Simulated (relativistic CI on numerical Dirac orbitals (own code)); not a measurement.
**Eu XVI (Eu¹⁵⁺): levels and lines**

What are the lowest levels and the strongest lines of Eu¹⁵⁺? One CI run answers it; runs with one setting changed show what the result hangs on.

Method: Dirac-Coulomb-Breit CI, KLI orbitals optimised for each configuration, model QED (radiative potential, 1s self-energy scaled to tabulated hydrogen-like ionisation energies). Code: relativistic CI on numerical Dirac orbitals (own code) version 4.

### 1 What is computed

- ion: Eu¹⁵⁺ (Eu XVI)
- nuclear charge: 63
- electrons: 48
- isotope: A = 153
- first configuration typed: [Kr] 4d10 4f2

Outer shells as boxes (Hund's rule):

first configuration typed
```
[Kr] core
4d [↑↓][↑↓][↑↓][↑↓][↑↓]
4f [↑ ][↑ ][  ][  ][  ][  ][  ]
```

### 2 Base run

The run's settings:

```ini
atom Eu  Z=63  charge=15  electrons=48
nucleus A=153  rms_radius_fm=5.1115
hamiltonian dirac-coulomb  breit=on  qed=on  c_scale=1
orbitals kli  potential=per-configuration
slater_scale 1
correlation none
mixing on
configurations
  [Kr] 4d10 4f2
  [Kr] 4d10 4f 5s
  [Kr] 4d10 5s2
  [Kr] 4d10 5s 5p
  [Kr] 4d10 4f 5p
  [Kr] 4d10 5p2
  [Kr] 4d10 5s 5d
  [Kr] 4d10 4f 5d
  [Kr] 4d9 4f3
  [Kr] 4d10 5p 5d
  [Kr] 4d10 5d2
  [Kr] 4d10 4f 6s
  [Kr] 4d10 4f 5f
  [Kr] 4d9 4f2 5s
  [Kr] 4d10 4f 6p
  [Ar] 3d10 4s2 4p5 4d10 4f3
  [Kr] 4d10 4f 5g
  [Kr] 4d10 4f 6d
  [Kr] 4d9 4f2 5p
  [Kr] 4d10 4f 7s
  [Kr] 4d10 4f 7p
  [Kr] 4d10 4f 6g
  [Ar] 3d10 4s 4p6 4d10 4f3
  [Ar] 3d10 4s2 4p5 4d10 4f2 5s
  [Kr] 4d9 4f2 5f
  [Ar] 3d10 4s 4p6 4d10 4f 5s2
  [Kr] 4d9 4f2 6p
  [Ar] 3d10 4s 4p6 4d10 4f 5p2
  [Ar] 3d10 4s 4p6 4d10 4f 5s 5d
end
```

Launch:

```sh
> python run_levels.py task.json out
```

One command runs all members of the session, one after another, from task.json.

### 3 Correlation estimate p86

The settings differ from step 2 so:

```diff
@@ -5,3 +5,3 @@
 slater_scale 1
-correlation none
+correlation p86
 mixing on
```

### 4 One common potential

The settings differ from step 3 so:

```diff
@@ -3,5 +3,5 @@
 hamiltonian dirac-coulomb  breit=on  qed=on  c_scale=1
-orbitals kli  potential=per-configuration
+orbitals kli  potential=mean
 slater_scale 1
-correlation p86
+correlation none
 mixing on
```

### 5 The first 3 configurations alone

The run's settings:

```ini
atom Eu  Z=63  charge=15  electrons=48
nucleus A=153  rms_radius_fm=5.1115
hamiltonian dirac-coulomb  breit=on  qed=on  c_scale=1
orbitals kli  potential=per-configuration
slater_scale 1
correlation none
mixing on
configurations
  [Kr] 4d10 4f2
  [Kr] 4d10 4f 5s
  [Kr] 4d10 5s2
end
```

(Steps that only read results are left out.)

**Question.** What will these runs give? Wanted: lowest level; first excitation; lowest level of the other parity; fastest E1 line; ionisation energy.

**Answer**, as computed:

| run | time | mean size of shift, levels followed (cm⁻¹) | lowest level | ionisation energy (eV) |
| --- | --- | --- | --- | --- |
| main run | 6.2 s | 0 | 4f2 3H4 | 310.44 |
| correlation estimate p86 | 6.3 s | 733 | 4f2 3H4 | 312.18 |
| one common potential | 5.4 s | 720 | 4f2 3H4 | - |
| the first 3 configurations alone | 0.2 s | 2636 | 4f2 3H4 | - |

The tabulated theoretical ionisation energy (NIST) is 311 eV.

| quantity | value |
| --- | --- |
| lowest level | 4f2 3H4 |
| first excitation | 4f2 3H5, 5695.7 cm⁻¹ |
| lowest level of the other parity | 4f 5s 3F°2, 56600 cm⁻¹ |
| levels in the model | 3964 |
| fastest E1 line (by rate) to the lowest level among the lowest 400 of 3964 levels | 14.68 nm, from 4f 5d 3G°3 |
| ionisation energy | 310.44 eV |
| ionisation energy, tabulated theoretical (NIST) | 311 eV |

**Reading.** 4f2 3H4 comes out lowest; its LS label holds 95 % and its jj label 90 %; over the low levels the means are 90 and 85 %, so both schemes do about equally well. The ionisation energy agrees with the tabulated theoretical value within its uncertainty of 16 eV. The largest mover is «the first 3 configurations alone» (2636 cm⁻¹ on average). Low levels that differ in the count of f electrons can be misplaced by several ten thousand cm⁻¹. Lifetimes count radiative decay inside the model alone.
